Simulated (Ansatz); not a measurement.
**GaH₃O: ionisation energy by level of theory**

An exercise on one series of results from a longer session: the logs are not shown, and one member is left open.

Program: Ansatz 0.2.0, Gaussian basis. Level of theory: unrestricted cation, the program's frozen cores in correlated methods. These are calculated values, not measurements.

The runs, in order: UKS PBE-D4/def2-TZVPP; UKS r2SCAN-D4/def2-TZVPP; UKS PBE0-D4/def2-TZVPP; UKS B3LYP-D4/def2-TZVPP; UKS wB97X-V/def2-TZVPP; UKS wB97M-V/def2-TZVPP; UKS B2PLYP/def2-TZVPP; UHF-CCSD(T)/def2-TZVPP; UHF-CCSD(T)/def2-QZVPP; extrapolation to the limit; then −ε(HOMO) from the neutral's earlier runs with LDA (SPW92), PBE-D4, revPBE-D4, BLYP-D4, r2SCAN-D4, B97M-V, PBE0-D4, B3LYP-D4, r2SCANh-D4, r2SCAN0-D4, HSE06-D4, BHLYP-D4, CAM-B3LYP-D4, LC-ωPBE, ωB97X-V, ωB97M-V.

### The geometry

An earlier PBE0-D4 in a triple-zeta def2 set relaxation fixed the geometry.

SMILES `[OH][GaH2]`, 5 atoms, charge 0, spin multiplicity 1.

Atoms are counted from 1 here; the program's logs count them from 0.

Bond lengths: O1–Ga2 1.788 Å, O1–H3 0.959 Å, Ga2–H4 1.565 Å, Ga2–H5 1.556 Å. Angles: Ga2–O1–H3 114.1°, O1–Ga2–H4 117.5°, O1–Ga2–H5 113.8°, H4–Ga2–H5 128.7°.

Set-up of the first run:

in.yaml

```yaml
crystal:
  periodic: [false, false, false]
  atoms:
    - {symbol: O, position_ang: [0.803989, -0.725321, 0.693105]}
    - {symbol: Ga, position_ang: [-0.152103, 0.445333, -0.262059]}
    - {symbol: H, position_ang: [0.400179, -1.592137, 0.767665]}
    - {symbol: H, position_ang: [-1.510394, -0.050504, -0.860849]}
    - {symbol: H, position_ang: [0.508229, 1.849029, -0.379261]}
basis:
  gaussian: {orbitals: def2-TZVPP}
total_charge: 1
magnetization: {spin_polarized: true, initial_magnetization: 1}
hamiltonian: {xc: pbe, dispersion: d4}
```

Run with:

```console
$ ansatz run in.yaml --threads 2 --pin off --events-out ev --progress --plain --max-ram 32768MiB --backend cpu
```

Steps of the session up to this table: Cation, UKS PBE-D4/def2-TZVPP; Cation, UKS r2SCAN-D4/def2-TZVPP; Cation, UKS PBE0-D4/def2-TZVPP; Cation, UKS B3LYP-D4/def2-TZVPP; Cation, UKS wB97X-V/def2-TZVPP; Cation, UKS wB97M-V/def2-TZVPP; Cation, UKS B2PLYP (frozen core)/def2-TZVPP; Cation, UHF-CCSD(T)/def2-TZVPP; Cation, UHF-CCSD(T)/def2-QZVPP.

One of the session's tables, all rows but one given; the rest of the session is left out.

For comparison, −ε(HOMO) of the neutral from earlier runs:

```
  functional  −ε(HOMO) (eV)
 LDA (SPW92)           7.26
      PBE-D4           7.17
   revPBE-D4           7.12
     BLYP-D4           7.09
   r2SCAN-D4           7.50
      B97M-V           7.61
     PBE0-D4           8.54
    B3LYP-D4           8.35
  r2SCANh-D4           8.01
  r2SCAN0-D4           8.77
    HSE06-D4           8.14
    BHLYP-D4           9.84
CAM-B3LYP-D4           9.97
     LC-ωPBE          11.32
     ωB97X-V              ?
     ωB97M-V          10.80
```

Q: Estimate the row for ωB97X-V from the others.

**Answer.** −ε(HOMO) (eV): 10.97. In the column «−ε(HOMO) (eV)» it lies between ωB97M-V (10.80) and LC-ωPBE (11.32).
